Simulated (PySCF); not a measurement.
# C₃H₉AlF₂O: runs on many settings

Which settings matter for C₃H₉AlF₂O (`C[O+]([AlH3-])CC(F)F`)?

Computed with PySCF 2.14.0, with density-fitted response routines of our own, on a single molecule, in the gas phase or a continuum. Atoms count from 0, in the outputs and in this text.

### Step 1. The starting structure

16 atoms, charge 0, multiplicity 1; geometry from: GFN2-xTB.

Bonds of the start (Å): C0–O1 1.42, O1–Al2 1.89, O1–C3 1.40, C3–C4 1.53, C4–F5 1.36, C4–F6 1.35, C0–H7 1.09, C0–H8 1.09, C0–H9 1.09, Al2–H10 1.58, Al2–H11 1.58, Al2–H12 1.57, C3–H13 1.10, C3–H14 1.10, C4–H15 1.10.

### Step 2. Nuclear shieldings: PBE0/pcSseg-1

Job settings and geometry (Å):

```
{"job": {"kind": "nmr", "xc": "PBE0", "basis": "pcSseg-1"}, "charge": 0, "multiplicity": 1}
C     -0.524324     1.594017    -0.395307
O     -0.538952     0.197880    -0.148167
Al    -1.779144    -0.916491     0.743550
C      0.564375    -0.524092    -0.626924
C      1.806994    -0.350416     0.247938
F      2.399876     0.850384     0.025787
F      2.724859    -1.283017    -0.075907
H     -1.468036     1.971000    -0.004297
H      0.305869     2.082647     0.116677
H     -0.462665     1.790270    -1.468447
H     -2.126346    -1.866353    -0.466517
H     -0.792561    -1.514723     1.825416
H     -2.766347     0.236862     1.138767
H      0.271770    -1.579997    -0.583063
H      0.800805    -0.248647    -1.661849
H      1.576229    -0.430380     1.320934
```

Level: GIAO PBE0/pcSseg-1 NMR shielding, non-relativistic, gas phase.

Run with:

```
OMP_NUM_THREADS=1 python probes_run.py task.json out
```

This one command runs all jobs of the session in turn.

The log of the run:

```text
coarse grid: 13720 points
cycle   1  E = -636.3076049127  dE =  7.207e-01  |g| = 7.431e-01  |ddm| = 3.277e+00
cycle   2  E = -636.2279927428  dE =  7.961e-02  |g| = 1.058e+00  |ddm| = 9.403e-01
cycle   3  E = -636.4012628218  dE = -1.733e-01  |g| = 5.529e-02  |ddm| = 5.586e-01
cycle   4  E = -636.4017801655  dE = -5.173e-04  |g| = 1.738e-02  |ddm| = 4.735e-02
cycle   5  E = -636.4018232234  dE = -4.306e-05  |g| = 8.436e-03  |ddm| = 1.454e-02
cycle   6  E = -636.4018342936  dE = -1.107e-05  |g| = 1.721e-03  |ddm| = 5.287e-03
cycle   7  E = -636.4018348126  dE = -5.190e-07  |g| = 3.855e-04  |ddm| = 1.551e-03
final grid: 128280 points
cycle   8  E = -636.4658633827  dE = -4.071e-05  |g| = 1.064e-02  |ddm| = 2.329e-02
cycle   9  E = -636.4658468988  dE =  1.648e-05  |g| = 1.473e-02  |ddm| = 1.277e-02
cycle  10  E = -636.4658839100  dE = -3.701e-05  |g| = 1.147e-03  |ddm| = 7.402e-03
cycle  11  E = -636.4658841859  dE = -2.759e-07  |g| = 2.160e-04  |ddm| = 1.051e-03
cycle  12  E = -636.4658841946  dE = -8.728e-09  |g| = 9.188e-05  |ddm| = 2.156e-04
cycle  13  E = -636.4658841958  dE = -1.154e-09  |g| = 2.583e-05  |ddm| = 6.209e-05
cycle  14  E = -636.4658841959  dE = -1.023e-10  |g| = 4.228e-06  |ddm| = 1.927e-05
converged SCF energy = -636.4658841959

GIAO shielding tensors (ppm)
atom      isotropic    diamagn.    paramagn.     s11        s22        s33       span
  0 C      123.576     245.859    -122.284     88.851     98.263    183.613     94.761
  1 O      333.474     401.712     -68.238    302.367    318.386    379.669     77.302
  2 Al     402.517     796.048    -393.531    367.642    404.419    435.490     67.848
  3 C      110.897     248.748    -137.851     89.670     95.058    147.962     58.292
  4 C       65.059     243.938    -178.879     48.648     66.081     80.449     31.801
  5 F      304.715     473.650    -168.935    211.023    328.036    375.085    164.062
  6 F      316.572     468.291    -151.719    205.235    328.334    416.147    210.912
  7 H       27.212      29.563      -2.351     22.682     25.980     32.974     10.292
  8 H       27.543      30.130      -2.587     22.783     27.009     32.837     10.055
  9 H       28.196      29.480      -1.285     24.820     25.376     34.391      9.571
 10 H       27.362      30.191      -2.829     24.039     26.328     31.718      7.679
 11 H       27.409      30.659      -3.250     23.777     27.240     31.209      7.432
 12 H       27.548      30.686      -3.138     23.942     26.768     31.932      7.990
 13 H       26.947      30.675      -3.728     22.159     28.232     30.451      8.292
 14 H       28.052      30.401      -2.349     24.571     27.563     32.022      7.450
 15 H       25.143      29.258      -4.115     23.306     24.602     27.521      4.215
```

Run time: 17 s. Hardware: 1 thread of Arm Neoverse V2, shared host; peak memory 0.77 GiB.

Shifts follow as δ = σ(reference) − σ, with reference shieldings (ppm) from runs at the same level and on the same kind of geometry: 1H TMS 31.72, 13C TMS 186.9, 19F CFCl3 170.9, 17O H2O 336.1, 27Al AlH4- 490.0. The references are single molecules in the gas phase, so shifts against H2O, NH3, PH3, H3PO4 or CFCl3 are not on the usual liquid scales and can be off by tens of ppm. Shifts against hydride references such as AlH4− lie on their own scale. Atoms listed in one row are averaged.

```tsv
atoms	environment	σ (ppm)	δ (ppm)
C4	sp3 CH bonded to 2 F	65.1	121.9
C3	sp3 CH2 bonded to O	110.9	76.0
C0	methyl carbon bonded to O	123.6	63.3
H15	hydrogen on an sp3 CH bonded to 2 F	25.14	6.57
H10, H11, H12	hydrogen on an aluminium bonded to O	27.44	4.28
H13, H14	hydrogen on an sp3 CH2 bonded to O	27.50	4.22
H7, H8, H9	hydrogen on a methyl carbon bonded to O	27.65	4.07
O1	donor oxygen of a Lewis adduct	333.5	2.6
Al2	aluminium bonded to O, 3 H	402.5	87.4
F5, F6	fluorine of a CF2 group	310.6	-139.7
```

The run also stored atomic charges by several schemes (e):

```tsv
atoms	Mulliken	IAO	Hirshfeld	ESP fit
C0	-0.01	-0.21	-0.01	-0.28
O1	-0.64	-0.32	-0.03	-0.17
Al2	0.73	0.49	0.31	0.77
C3	0.01	-0.09	0.01	-0.11
C4	0.51	0.44	0.15	0.43
F5, F6	-0.30	-0.30	-0.10	-0.23
```

Mayer bond orders: C0–O1 0.82, O1–Al2 0.29, O1–C3 0.81, C3–C4 1.00, C4–F5 0.94, C4–F6 0.97.

### Step 3. Excited states and response: PBE0/def2-SVPD

Settings changed since step 2:

```diff
@@ -1,2 +1,2 @@
-{"job": {"kind": "nmr", "xc": "PBE0", "basis": "pcSseg-1"}, "charge": 0, "multiplicity": 1}
+{"job": {"kind": "uv", "xc": "PBE0", "basis": "def2-SVPD", "nstates": 6, "ntriplets": 2}, "charge": 0, "multiplicity": 1}
 C     -0.524324     1.594017    -0.395307
```

Method: TDDFT PBE0/def2-SVPD, vertical, gas phase, core orbitals frozen in the response.

The log of the run:

```text
coarse grid: 13720 points
cycle   1  E = -635.9835790041  dE =  6.720e-01  |g| = 6.941e-01  |ddm| = 5.071e+00
cycle   2  E = -635.9102316056  dE =  7.335e-02  |g| = 9.844e-01  |ddm| = 1.552e+00
cycle   3  E = -636.0719390782  dE = -1.617e-01  |g| = 5.963e-02  |ddm| = 8.528e-01
cycle   4  E = -636.0725639812  dE = -6.249e-04  |g| = 1.932e-02  |ddm| = 8.899e-02
cycle   5  E = -636.0726310614  dE = -6.708e-05  |g| = 7.108e-03  |ddm| = 2.811e-02
cycle   6  E = -636.0726393938  dE = -8.332e-06  |g| = 2.305e-03  |ddm| = 7.909e-03
final grid: 128280 points
cycle   7  E = -636.1651587656  dE = -4.347e-05  |g| = 1.160e-02  |ddm| = 1.171e-01
cycle   8  E = -636.1651339221  dE =  2.484e-05  |g| = 1.674e-02  |ddm| = 2.652e-02
cycle   9  E = -636.1651842471  dE = -5.033e-05  |g| = 1.176e-03  |ddm| = 1.454e-02
cycle  10  E = -636.1651845666  dE = -3.195e-07  |g| = 2.093e-04  |ddm| = 1.579e-03
cycle  11  E = -636.1651845752  dE = -8.555e-09  |g| = 9.220e-05  |ddm| = 4.013e-04
cycle  12  E = -636.1651845765  dE = -1.313e-09  |g| = 2.747e-05  |ddm| = 1.103e-04
cycle  13  E = -636.1651845766  dE = -1.241e-10  |g| = 4.626e-06  |ddm| = 3.527e-05
converged SCF energy = -636.1651845766

Static polarisability (au): isotropic 74.933, principal 68.865 75.337 80.597

Singlet excitations
state   eV       nm        f      main configurations
  1   6.3652    194.8   0.00559   H->L 0.93
  2   6.5628    188.9   0.01165   H-1->L 0.94
  3   6.9774    177.7   0.07263   H->L+1 0.93
  4   7.1572    173.2   0.04850   H-1->L+1 0.94
  5   7.4080    167.4   0.01422   H->L+2 0.49, H->L+3 0.31
  6   7.5739    163.7   0.01585   H->L+2 0.41, H->L+3 0.31, H-1->L+3 0.08

Triplet excitations (Tamm-Dancoff, eV): 5.9149 6.0668
```

It took 28 s on 1 thread of Arm Neoverse V2, shared host; peak memory 0.87 GiB.

The orbitals next to the gap, with their largest atomic shares:

```tsv
orbital	eV	atoms
HOMO−3	-10.20	Al2 33 %, H11 16 %, O1 15 %
HOMO−2	-9.77	O1 32 %, C3 13 %, C4 12 %
HOMO−1	-7.78	H12 36 %, Al2 35 %, H11 13 %
HOMO	-7.59	Al2 34 %, H10 30 %, H11 23 %
LUMO	0.07	Al2 31 %, C0 11 %, C3 8 %
LUMO+1	0.30	Al2 31 %, C0 11 %, H8 7 %
LUMO+2	0.89	Al2 16 %, C4 12 %, H15 11 %
```

With each of the 6 states as a Gaussian band of 0.4 eV half-width at 1/e, the curve within the window shown has maxima at 175 nm (ε 5,200) L/(mol cm). Beyond the last state computed it falls off for lack of states. The curve at chosen wavelengths:

(nm, ε (L/mol/cm)): (157, 613), (159, 982), (162, 1734), (164, 2356), (166, 3048), (168, 3758), (171, 4678), (173, 5060), (175, 5177), (178, 4838), (180, 4343), (182, 3732), (184, 3094), (187, 2229), (189, 1759), (191, 1380), (193, 1080), (196, 745), (198, 577), (200, 441), (203, 286), (205, 209), (207, 149), (209, 104), (212, 57), (214, 38)

Ground-state properties from the same run:

```tsv
property	computed
dipole moment (D)	3.35
polarisability (Å³)	11.10
HOMO–LUMO gap (eV)	7.66
−ε(HOMO) (eV)	7.59
```

### Step 4. Shielding tensors: mPW1PW91/6-31G*

Settings changed since step 3:

```diff
@@ -1,2 +1,2 @@
-{"job": {"kind": "uv", "xc": "PBE0", "basis": "def2-SVPD", "nstates": 6, "ntriplets": 2}, "charge": 0, "multiplicity": 1}
+{"job": {"kind": "nmr", "xc": "mPW1PW91", "basis": "6-31G*", "pop": true, "grid": 4}, "charge": 0, "multiplicity": 1}
 C     -0.524324     1.594017    -0.395307
```

With the program's defaults for keys left out, this is: GIAO mPW1PW91/6-31G* NMR shielding, non-relativistic, gas phase.

The log of the run:

```text
coarse grid: 13720 points
cycle   1  E = -636.8534228877  dE =  7.223e-01  |g| = 7.756e-01  |ddm| = 3.348e+00
cycle   2  E = -636.7589129699  dE =  9.451e-02  |g| = 1.104e+00  |ddm| = 1.160e+00
cycle   3  E = -636.9597988500  dE = -2.009e-01  |g| = 4.651e-02  |ddm| = 7.091e-01
cycle   4  E = -636.9602351099  dE = -4.363e-04  |g| = 1.653e-02  |ddm| = 4.889e-02
cycle   5  E = -636.9602808732  dE = -4.576e-05  |g| = 7.399e-03  |ddm| = 1.600e-02
cycle   6  E = -636.9602900066  dE = -9.133e-06  |g| = 1.397e-03  |ddm| = 5.502e-03
final grid: 341824 points
cycle   7  E = -636.9210772576  dE = -2.942e-05  |g| = 8.007e-03  |ddm| = 2.082e-02
cycle   8  E = -636.9210673695  dE =  9.888e-06  |g| = 1.115e-02  |ddm| = 1.199e-02
cycle   9  E = -636.9210899983  dE = -2.263e-05  |g| = 7.883e-04  |ddm| = 6.765e-03
cycle  10  E = -636.9210901397  dE = -1.414e-07  |g| = 1.786e-04  |ddm| = 8.194e-04
cycle  11  E = -636.9210901461  dE = -6.423e-09  |g| = 6.342e-05  |ddm| = 1.942e-04
cycle  12  E = -636.9210901468  dE = -6.007e-10  |g| = 1.925e-05  |ddm| = 5.118e-05
converged SCF energy = -636.9210901468

GIAO shielding tensors (ppm)
atom      isotropic    diamagn.    paramagn.     s11        s22        s33       span
  0 C      137.406     247.148    -109.743    105.545    114.326    192.345     86.800
  1 O      336.545     392.913     -56.368    308.235    325.753    375.647     67.412
  2 Al     451.325     798.904    -347.578    421.590    451.589    480.797     59.207
  3 C      124.962     248.626    -123.664    104.702    109.402    160.781     56.078
  4 C       81.013     244.614    -163.601     64.797     82.267     95.974     31.178
  5 F      322.988     471.825    -148.837    237.148    342.716    389.100    151.953
  6 F      333.244     467.221    -133.977    232.456    344.720    422.556    190.100
  7 H       28.141      29.910      -1.769     23.474     27.103     33.846     10.372
  8 H       28.454      30.026      -1.572     23.746     27.991     33.625      9.879
  9 H       29.046      29.834      -0.788     25.867     26.358     34.914      9.047
 10 H       27.755      30.822      -3.067     24.196     26.840     32.230      8.033
 11 H       27.730      31.214      -3.484     23.883     27.645     31.661      7.778
 12 H       27.910      31.131      -3.221     24.125     27.186     32.420      8.295
 13 H       27.845      31.022      -3.177     22.855     29.236     31.443      8.588
 14 H       28.918      30.629      -1.712     25.532     28.428     32.793      7.262
 15 H       25.827      28.723      -2.896     24.083     25.283     28.116      4.032
```

Wall time 20 s (1 thread of Arm Neoverse V2, shared host); peak memory 0.65 GiB.

Key values: δ C4 114.9, C3 71.0, C0 58.5, O1 -11.5, H15 6.62, H10 4.65 ppm (means over like atoms).

### Step 5. Nuclear shieldings: BP86/pcSseg-1 in dichloromethane

Settings changed since step 4:

```diff
@@ -1,2 +1,2 @@
-{"job": {"kind": "nmr", "xc": "mPW1PW91", "basis": "6-31G*", "pop": true, "grid": 4}, "charge": 0, "multiplicity": 1}
+{"job": {"kind": "nmr", "xc": "BP86", "basis": "pcSseg-1", "solvent": "dichloromethane", "pop": false}, "charge": 0, "multiplicity": 1}
 C     -0.524324     1.594017    -0.395307
```

Method: GIAO BP86/pcSseg-1 NMR shielding, non-relativistic, IEF-PCM dichloromethane.

The log of the run:

```text
coarse grid: 13720 points
cycle   1  E = -636.8423001707  dE =  6.041e-01  |g| = 7.858e-01  |ddm| = 3.349e+00
cycle   2  E = -636.6344830384  dE =  2.078e-01  |g| = 1.407e+00  |ddm| = 1.257e+00
cycle   3  E = -636.9420119249  dE = -3.075e-01  |g| = 1.170e-01  |ddm| = 8.431e-01
cycle   4  E = -636.9446677687  dE = -2.656e-03  |g| = 4.481e-02  |ddm| = 1.025e-01
cycle   5  E = -636.9450077890  dE = -3.400e-04  |g| = 1.353e-02  |ddm| = 3.047e-02
cycle   6  E = -636.9450311472  dE = -2.336e-05  |g| = 5.021e-03  |ddm| = 1.024e-02
cycle   7  E = -636.9450367207  dE = -5.574e-06  |g| = 7.881e-04  |ddm| = 4.329e-03
final grid: 128280 points
cycle   8  E = -637.0317178300  dE = -6.050e-05  |g| = 9.674e-03  |ddm| = 2.954e-02
cycle   9  E = -637.0316821018  dE =  3.573e-05  |g| = 1.722e-02  |ddm| = 1.369e-02
cycle  10  E = -637.0317334306  dE = -5.133e-05  |g| = 1.780e-03  |ddm| = 9.403e-03
cycle  11  E = -637.0317341231  dE = -6.925e-07  |g| = 3.254e-04  |ddm| = 1.581e-03
cycle  12  E = -637.0317341452  dE = -2.205e-08  |g| = 9.259e-05  |ddm| = 2.855e-04
cycle  13  E = -637.0317341464  dE = -1.205e-09  |g| = 3.670e-05  |ddm| = 8.149e-05
cycle  14  E = -637.0317341466  dE = -1.764e-10  |g| = 8.329e-06  |ddm| = 2.497e-05
converged SCF energy = -637.0317341466

GIAO shielding tensors (ppm)
atom      isotropic    diamagn.    paramagn.     s11        s22        s33       span
  0 C      116.634     246.352    -129.718     80.488     89.568    179.847     99.359
  1 O      324.147     400.273     -76.126    289.100    310.660    372.683     83.583
  2 Al     396.648     796.565    -399.917    363.965    398.006    427.971     64.006
  3 C      104.271     250.119    -145.848     81.334     88.886    142.592     61.257
  4 C       54.839     244.659    -189.820     36.537     56.681     71.299     34.762
  5 F      289.927     474.053    -184.126    196.753    308.947    364.080    167.327
  6 F      304.521     468.569    -164.048    193.754    311.655    408.153    214.399
  7 H       27.209      29.624      -2.416     22.827     25.905     32.894     10.066
  8 H       27.325      30.195      -2.870     22.703     26.665     32.607      9.903
  9 H       27.819      29.205      -1.386     24.429     25.138     33.890      9.461
 10 H       27.557      30.743      -3.186     24.291     26.578     31.801      7.510
 11 H       27.519      31.144      -3.625     23.927     27.387     31.243      7.316
 12 H       27.674      31.129      -3.455     24.145     26.915     31.963      7.818
 13 H       26.915      30.987      -4.071     22.279     28.005     30.462      8.182
 14 H       27.639      30.144      -2.505     24.222     27.232     31.463      7.241
 15 H       24.784      29.357      -4.573     23.047     24.318     26.986      3.940
```

Wall time 13 s (1 thread of Arm Neoverse V2, shared host); peak memory 0.73 GiB.

Key values: σ C4 54.8, C3 104.3, C0 116.6, O1 324.1, H15 24.78, H13 27.28 ppm (means over like atoms).

### Step 6. Excited states and response: PBE0/cc-pVDZ

Settings changed since step 5:

```diff
@@ -1,2 +1,2 @@
-{"job": {"kind": "nmr", "xc": "BP86", "basis": "pcSseg-1", "solvent": "dichloromethane", "pop": false}, "charge": 0, "multiplicity": 1}
+{"job": {"kind": "uv", "xc": "PBE0", "basis": "cc-pVDZ", "nstates": 12, "ntriplets": 5, "tda": true}, "charge": 0, "multiplicity": 1}
 C     -0.524324     1.594017    -0.395307
```

Level: TDA PBE0/cc-pVDZ, vertical, gas phase, core orbitals frozen in the response.

The log of the run:

```text
coarse grid: 13720 points
cycle   1  E = -636.4121279889  dE =  7.735e-01  |g| = 7.504e-01  |ddm| = 6.799e+00
cycle   2  E = -636.3248413770  dE =  8.729e-02  |g| = 1.062e+00  |ddm| = 2.244e+00
cycle   3  E = -636.5121570287  dE = -1.873e-01  |g| = 5.145e-02  |ddm| = 1.275e+00
cycle   4  E = -636.5126764050  dE = -5.194e-04  |g| = 1.610e-02  |ddm| = 9.672e-02
cycle   5  E = -636.5127170785  dE = -4.067e-05  |g| = 7.961e-03  |ddm| = 2.896e-02
cycle   6  E = -636.5127277622  dE = -1.068e-05  |g| = 1.411e-03  |ddm| = 1.037e-02
cycle   7  E = -636.5127281756  dE = -4.134e-07  |g| = 3.555e-04  |ddm| = 2.637e-03
final grid: 128280 points
cycle   8  E = -636.5220731211  dE = -3.348e-05  |g| = 9.700e-03  |ddm| = 5.653e-02
cycle   9  E = -636.5220603988  dE =  1.272e-05  |g| = 1.310e-02  |ddm| = 3.072e-02
cycle  10  E = -636.5220924237  dE = -3.202e-05  |g| = 1.088e-03  |ddm| = 1.645e-02
cycle  11  E = -636.5220926847  dE = -2.610e-07  |g| = 2.180e-04  |ddm| = 2.140e-03
cycle  12  E = -636.5220926938  dE = -9.148e-09  |g| = 8.317e-05  |ddm| = 3.979e-04
cycle  13  E = -636.5220926949  dE = -1.057e-09  |g| = 2.358e-05  |ddm| = 1.142e-04
cycle  14  E = -636.5220926950  dE = -1.037e-10  |g| = 4.281e-06  |ddm| = 4.299e-05
converged SCF energy = -636.5220926950

Static polarisability (au): isotropic 63.792, principal 58.652 64.404 68.320

Singlet excitations
state   eV       nm        f      main configurations
  1   6.4884    191.1   0.00315   H->L 0.99
  2   6.7124    184.7   0.00752   H-1->L 0.99
  3   8.0417    154.2   0.00125   H->L+1 0.46, H->L+3 0.30, H->L+2 0.17
  4   8.1470    152.2   0.01427   H->L+3 0.28, H->L+1 0.25, H-1->L+1 0.19
  5   8.3365    148.7   0.01575   H->L+2 0.74, H->L+1 0.11
  6   8.3726    148.1   0.00357   H-1->L+1 0.56, H-1->L+2 0.14, H->L+1 0.10
  7   8.5247    145.4   0.03488   H-2->L 0.47, H-1->L+2 0.17, H->L+4 0.11
  8   8.5701    144.7   0.02189   H-1->L+2 0.40, H-2->L 0.35, H-1->L+1 0.11
  9   8.6031    144.1   0.01129   H->L+4 0.38, H-1->L+3 0.29, H-1->L+2 0.14
 10   8.7277    142.1   0.09194   H-1->L+3 0.31, H-1->L+4 0.29, H->L+4 0.13
 11   8.9127    139.1   0.11499   H-1->L+4 0.40, H-1->L+3 0.21, H->L+4 0.11
 12   9.0661    136.8   0.07898   H->L+5 0.58, H-1->L+5 0.22

Triplet excitations (Tamm-Dancoff, eV): 6.0081 6.1897 7.4993 7.6814 7.7131
```

Wall time 15 s (1 thread of Arm Neoverse V2, shared host); peak memory 0.72 GiB.

This run: HOMO -7.51 eV, LUMO 0.33 eV; lowest singlet 6.49 eV.

### Step 7. Side by side: NMR shifts

Shifts (ppm), means over like atoms, with basis size and wall time:

```tsv
run	C4	C3	C0	H15	H10	H13	H7	functions	time
PBE0/pcSseg-1	121.9	76.0	63.3	6.57	4.28	4.22	4.07	171	17 s
mPW1PW91/6-31G*	114.9	71.0	58.5	6.62	4.65	4.07	3.90	120	20 s
BP86/pcSseg-1 in dichloromethane	128.3	78.8	66.5	6.90	4.10	4.41	4.24	171	13 s
```

### Step 8. Side by side: electronic excitations

Excitations and ground-state properties, with basis size and wall time:

```tsv
run	lowest singlet (eV)	brightest (eV)	f	gap (eV)	α (Å³)	μ (D)	functions	time
PBE0/def2-SVPD	6.37	6.98	0.073	7.66	11.10	3.35	225	28 s
PBE0/cc-pVDZ	6.49	8.91	0.115	7.84	9.45	3.51	147	15 s
```

### Step 9. Summary of results

| quantity | value |
| --- | --- |
| 13C shifts against TMS (PBE0/pcSseg-1) | 121.9, 76.0, 63.3 ppm |
| 1H shifts against TMS (PBE0/pcSseg-1, means over atoms taken as alike) | 6.57, 4.28, 4.22, 4.07 ppm |
| 17O shifts against H2O (PBE0/pcSseg-1) | 2.6 ppm |
| 27Al shifts against AlH4- (PBE0/pcSseg-1) | 87.4 ppm |
| 19F shifts against CFCl3 (PBE0/pcSseg-1, means over atoms taken as alike) | -139.7 ppm |
| lowest singlet (PBE0/def2-SVPD) | 6.37 eV (195 nm), f = 0.006 |
| brightest single state of those computed | state 3, 6.98 eV, f = 0.073 |
| lowest triplet | 5.91 eV |
| range of the shift of C4 | 114.9 to 128.3 ppm |
| range of the lowest singlet | 6.37 to 6.49 eV |

What this shows: Single values in the summary come from the first run of each kind that ended normally (PBE0/pcSseg-1; PBE0/def2-SVPD), which need not be the best level. The most deshielded hydrogen is H15 (hydrogen on an sp3 CH bonded to 2 F), at 6.57 ppm: its carbon carries F, which withdraws density. At PBE0/pcSseg-1: The largest span, 187 ppm, is at F5, F6, where the paramagnetic term is -160 ppm. The lowest singlet, at 6.37 eV, is HOMO→LUMO 0.93 and is weak; of the 6 states computed, the strongest absorption comes from state 3 at 6.98 eV. The lowest triplet lies 0.45 eV below the lowest singlet (triplets in Tamm-Dancoff, singlets in full TDDFT). Among the atoms with a shift in every run: Across the 3 runs the shift of C4 moves most, between 114.9 (mPW1PW91/6-31G*) and 128.3 ppm (BP86/pcSseg-1 in dichloromethane). The lowest singlet runs from 6.37 eV (PBE0/def2-SVPD) to 6.49 eV (PBE0/cc-pVDZ), while the orbital gap spans 7.66 to 7.84 eV. The lowest state need not be the same one in every run. The runs solved for a few states only, so the brightest column depends on that window.
